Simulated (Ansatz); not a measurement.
# C₂F₂GeN₂: a ladder of functionals and wavefunction methods

Aim: compute C₂F₂GeN₂ with functionals from several rungs and with coupled cluster, and see how far each lands from CCSD(T) at the basis-set limit for the atomisation energy.

Computed with Ansatz 0.2.0, Gaussian basis. Level: functionals in def2-TZVPP, the program's frozen cores in correlated methods.

Plan: LDA (SPW92), PBE-D4, revPBE-D4, BLYP-D4, r2SCAN-D4, B97M-V, PBE0-D4, B3LYP-D4, r2SCANh-D4, r2SCAN0-D4, HSE06-D4, BHLYP-D4, CAM-B3LYP-D4, LC-ωPBE, ωB97X-V, ωB97M-V, B2PLYP, PBE-QIDH; CCSD(T)/def2-SVP; CCSD(T)/def2-TZVPP; MP2/def2-QZVPP; extrapolation to the limit; RPA on PBE.

**1. Structure used throughout**

The geometry comes from an earlier relaxation with PBE0-D4 in a triple-zeta def2 set; it is a stationary point, not always the lowest conformer.

7 atoms, charge 0, spin multiplicity 1.

Atoms are counted from 1 here; the program's logs count them from 0.

Bond lengths: N1–C2 1.150 Å, C2–Ge3 1.894 Å, Ge3–F4 1.700 Å, Ge3–F5 1.700 Å, Ge3–C6 1.894 Å, C6–N7 1.150 Å. Angles: N1–C2–Ge3 179.0°, C2–Ge3–F4 109.0°, C2–Ge3–F5 109.0°, C2–Ge3–C6 112.8°, F4–Ge3–F5 107.8°, F4–Ge3–C6 109.0°, F5–Ge3–C6 109.0°, Ge3–C6–N7 179.0°.

Geometry (Å):

```xyz
7
charge 0, multiplicity 1
N     0.15191   -2.00176    1.94908
C     0.14097   -1.31464    1.02710
Ge    0.11420   -0.15764   -0.47204
F    -0.99945   -0.75124   -1.61048
F     1.65064   -0.15661   -1.19862
C    -0.35513    1.62004   -0.01778
N    -0.64184    2.69384    0.27723
```

**2. LDA**

This LDA is Slater exchange with PW92 correlation.

Contents of in.yaml:

```yaml
crystal:
  periodic: [false, false, false]
  atoms:
    - {symbol: N, position_ang: [0.151911, -2.001755, 1.949079]}
    - {symbol: C, position_ang: [0.140966, -1.314639, 1.027104]}
    - {symbol: Ge, position_ang: [0.114197, -0.157644, -0.472042]}
    - {symbol: F, position_ang: [-0.999445, -0.751237, -1.610475]}
    - {symbol: F, position_ang: [1.650645, -0.156610, -1.198621]}
    - {symbol: C, position_ang: [-0.355131, 1.620041, -0.017776]}
    - {symbol: N, position_ang: [-0.641843, 2.693844, 0.277232]}
basis:
  gaussian: {orbitals: def2-TZVPP}
hamiltonian: {xc: lda}
output: {orbitals: {seedname: orbitals}}
```

The run is started by

```sh
$ ansatz run in.yaml --threads 4 --pin off --events-out ev --progress --plain --max-ram 10444MiB
```

Further steps of the session: PBE-D4 (GGA); revPBE-D4 (GGA); BLYP-D4 (GGA); r2SCAN-D4 (meta-GGA); B97M-V (meta-GGA); B3LYP-D4 (hybrid); r2SCANh-D4 (hybrid); r2SCAN0-D4 (hybrid); HSE06-D4 (hybrid); BHLYP-D4 (hybrid); CAM-B3LYP-D4 (range-separated); LC-ωPBE (range-separated); ωB97X-V (range-separated); ωB97M-V (range-separated); B2PLYP (double hybrid); PBE-QIDH (double hybrid); CCSD(T) in def2-SVP; CCSD(T) in def2-TZVPP; MP2 in def2-QZVPP; RPA on PBE orbitals.

**Question.** What will the summary of the whole plan be? Wanted: atomisation energy, CCSD(T)/CBS; farthest beyond LDA; mean size of error, GGA; mean size of error, meta-GGA; mean size of error, hybrid; mean size of error, range-separated; mean size of error, double hybrid; gap, smallest and largest; T1 diagnostic.

As calculated:

```
                               quantity                                                                                            value
        atomisation energy, CCSD(T)/CBS                                                                                   773.9 kcal/mol
functionals within 7.7 kcal/mol (1.0 %)  r2SCAN-D4, B97M-V, PBE0-D4, B3LYP-D4, HSE06-D4, CAM-B3LYP-D4, LC-ωPBE, ωB97X-V, ωB97M-V, B2PLYP
                    farthest beyond LDA                                                                        BHLYP-D4 (-56.1 kcal/mol)
                mean size of error, GGA                                                                                    20.7 kcal/mol
           mean size of error, meta-GGA                                                                                     1.9 kcal/mol
             mean size of error, hybrid                                                                                    20.1 kcal/mol
    mean size of error, range-separated                                                                                     1.0 kcal/mol
      mean size of error, double hybrid                                                                                     5.3 kcal/mol
              gap, smallest and largest                                                        5.97 eV (LDA (SPW92)), 13.97 eV (LC-ωPBE)
                          T1 diagnostic                                                                                           0.0137
triples share of the correlation energy                                                                                            4.2 %
```

LDA overbinds by 145.1 kcal/mol (19 %). PBE-D4 misses by +39.4 kcal/mol. Double hybrids carry the basis error of their MP2 part in triple zeta, and no dispersion term here, so their miss is partly the set-up's. The rungs range-separated, meta-GGA, double hybrid miss on average by less than the doubt on the reference (7.7 kcal/mol), so they tie. Misses under about 7.7 kcal/mol are within the doubt on the reference itself, which lacks core-valence correlation, relativity and higher excitations, and its outer-core shells are covered unevenly. Hartree-Fock recovers 63 % of the binding; the rest is correlation. CCSD(T) in def2-SVP is off by -51.4 kcal/mol, more than most functionals: a good method in a small basis is no reference. The gap grows from 6.0 to 14.0 eV across the functionals, mostly with the share of exact exchange. Correlated methods include outer-core shells of Ge, which these sets cover unevenly.
